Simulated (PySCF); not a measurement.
# WOBr3: forces at shaken geometries

Aim: move all atoms of relaxed WOBr3 at random and read energies and forces. It is a constructed species; whether it can be made isn't addressed.

Method: PBE, W def2-SVP with ECP60, O def2-SVP, Br def2-SVP; scalar-relativistic core potentials, no spin–orbit coupling; program: PySCF 2.14.0.

2 further runs of the same task are left out: 2 for a known fault of the program. Runs told in other sessions of the task aren't counted.

### Step 1. Starting geometry

5 atoms, charge 0, spin multiplicity 2.

Bond lengths: W1–O2 1.701 Å, W1–Br3 2.434 Å, W1–Br4 2.428 Å, W1–Br5 2.434 Å. Angles: O2–W1–Br3 107.0°, O2–W1–Br4 117.0°, O2–W1–Br5 107.0°, Br3–W1–Br4 113.0°, Br3–W1–Br5 97.9°, Br4–W1–Br5 113.0°.

Geometry (Å):

```xyz
5
charge 0, multiplicity 2
W     0.2585    0.0000    0.2556
O     1.5373    0.0000    1.3768
Br    0.6678    1.8359   -1.2886
Br   -1.9967    0.0000    1.1559
Br    0.6678   -1.8359   -1.2886
```

Formal oxidation states: W +5. An earlier session relaxed this geometry at PBE, W def2-SVP with ECP60, O def2-SVP, Br def2-SVP (doublet, point group Cs).

Its energy there is -7862.805902 Eh.

### Step 2. Atoms moved at random, σ = 0.15 Å

Input file run.py (the lines that set the calculation):

```python
mol = gto.M(atom='''
W      0.38964     0.05429     0.45606
O      1.37806    -0.15437     1.28928
Br     0.57206     1.81813    -1.27708
Br    -1.97592     0.03888     1.20289
Br     0.77081    -1.75694    -1.46006''',
    basis={'W': 'def2-SVP', 'O': 'def2-SVP', 'Br': 'def2-SVP'},
    ecp={'W': 'def2-SVP'},
    charge=0, spin=1)
mf = dft.UKS(mol, xc='PBE')
mf.grids.atom_grid = (50, 194)
mf = mf.density_fit()  # fitting sets: W def2-universal-JKFIT, O def2-universal-JKFIT, Br def2-universal-JKFIT
mf.conv_tol = 1e-08; mf.max_cycle = 55
mf.kernel(dm0)  # dm0: the density of the relaxed state
```

Command:

```bash
> OMP_NUM_THREADS=4 python run.py
```

### Step 3. Atoms moved at random, σ = 0.06 Å

Input file run.py (the lines that set the calculation):

```python
mol = gto.M(atom='''
W      0.17428     0.00741     0.26691
O      1.57585    -0.02059     1.34308
Br     0.69383     1.80966    -1.33686
Br    -1.98292    -0.02810     1.30880
Br     0.67361    -1.76837    -1.37085''',
    basis={'W': 'def2-SVP', 'O': 'def2-SVP', 'Br': 'def2-SVP'},
    ecp={'W': 'def2-SVP'},
    charge=0, spin=1)
mf = dft.UKS(mol, xc='PBE')
mf.grids.atom_grid = (50, 194)
mf = mf.density_fit()  # fitting sets: W def2-universal-JKFIT, O def2-universal-JKFIT, Br def2-universal-JKFIT
mf.conv_tol = 1e-08; mf.max_cycle = 55
mf.kernel(dm0)  # dm0: the density of the relaxed state
```

### Step 4. Atoms moved at random, σ = 0.06 Å

Input file run.py (the lines that set the calculation):

```python
mol = gto.M(atom='''
W      0.24650     0.01242     0.31623
O      1.55321     0.01088     1.41861
Br     0.71250     1.82918    -1.37385
Br    -2.01535    -0.05107     1.13169
Br     0.63779    -1.80142    -1.28158''',
    basis={'W': 'def2-SVP', 'O': 'def2-SVP', 'Br': 'def2-SVP'},
    ecp={'W': 'def2-SVP'},
    charge=0, spin=1)
mf = dft.UKS(mol, xc='PBE')
mf.grids.atom_grid = (50, 194)
mf = mf.density_fit()  # fitting sets: W def2-universal-JKFIT, O def2-universal-JKFIT, Br def2-universal-JKFIT
mf.conv_tol = 1e-08; mf.max_cycle = 55
mf.kernel(dm0)  # dm0: the density of the relaxed state
```

Before running it: what results should come out? Wanted: for each run, σ; energy rise; harmonic estimate −½ F·u; largest force component.

**Answer**, as computed:

| σ (Å) | energy rise (eV) | harmonic estimate −½ F·u (eV) | largest force component (eV/Å) |
| --- | --- | --- | --- |
| 0.15 | 9.172 | 12.015 | 48.09 |
| 0.06 | 0.172 | 0.172 | 3.53 |
| 0.06 | 0.075 | 0.072 | 0.95 |

Every displacement raises the energy. For a harmonic well the rise equals −½ F·u; the two differ by at most 31 % here (a move with σ = 0.15 Å), from anharmonicity, the grid and the small forces left at the relaxed point. The largest moves cost over 1 eV, far outside the harmonic range, so agreement there can come from errors that cancel between squeezed and stretched bonds. These are double-zeta-type bases without diffuse functions. Spin–orbit coupling is left out for this open shell, where it can reorder the states. Open shells may have lower solutions than the one found.
